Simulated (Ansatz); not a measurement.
# EuSn3: the cost of one run

Method: DFT, LDA, PAW with Ansatz's default frozen-core files, scalar-relativistic, in Ansatz 0.2.0.

## 1. The structure to begin with

It takes space group Pm-3m (No. 221, cubic). Conventional cell: a = 4.764 Å, b = 4.764 Å, c = 4.764 Å, α = 90.00°, β = 90.00°, γ = 90.00°. Around Eu (site symmetry m-3m) lie 12 Sn at 3.37 Å. Around Sn (site symmetry 4/mmm) lie 4 Eu at 3.37 Å and 8 Sn at 3.37 Å.

As a file:

```
Eu Sn
1.0
     4.76441    0.00000    0.00000
     0.00000    4.76441    0.00000
     0.00000    0.00000    4.76441
Eu Sn
1 3
Direct
  0.00000 0.00000 0.00000
  0.00000 0.50000 0.50000
  0.50000 0.50000 0.00000
  0.50000 0.00000 0.50000
```

Atoms are numbered in the order of the input: Eu1, Sn2, Sn3, Sn4.

## 2. Free moments from the typed start, PAW

File input.yaml:

```yaml
crystal:
  lattice:
    - [4.7644144033, 0.0, 0.0]
    - [0.0, 4.7644144033, 0.0]
    - [0.0, 0.0, 4.7644144033]
  atoms:
    - { symbol: Eu, position: [0.0, 0.0, 0.0], spin: 7.0 }
    - { symbol: Sn, position: [0.0, 0.5, 0.5] }
    - { symbol: Sn, position: [0.5, 0.5, 0.0] }
    - { symbol: Sn, position: [0.5, 0.0, 0.5] }
magnetization:
  spin_polarized: true
kpoints:
  mp_grid: { grid: [6, 6, 6] }
scf:
  occupations: { method: fermi_dirac, width: 0.05 }
hamiltonian:
  xc: lda
  pseudopotentials: { kind: paw }
output:
  forces: true
  stress: true
  eigenvalues: true
  populations: true
```

Launch:

```sh
$ ansatz run input.yaml --threads 2 --pin off --max-ram 6144MiB --backend cpu --events-out ev --progress --plain --runs-dir out
```

Q: Estimate wall time and peak memory on 2 threads of Arm Neoverse V2, shared host.

About 7 s, with a peak of 0.48 GiB.
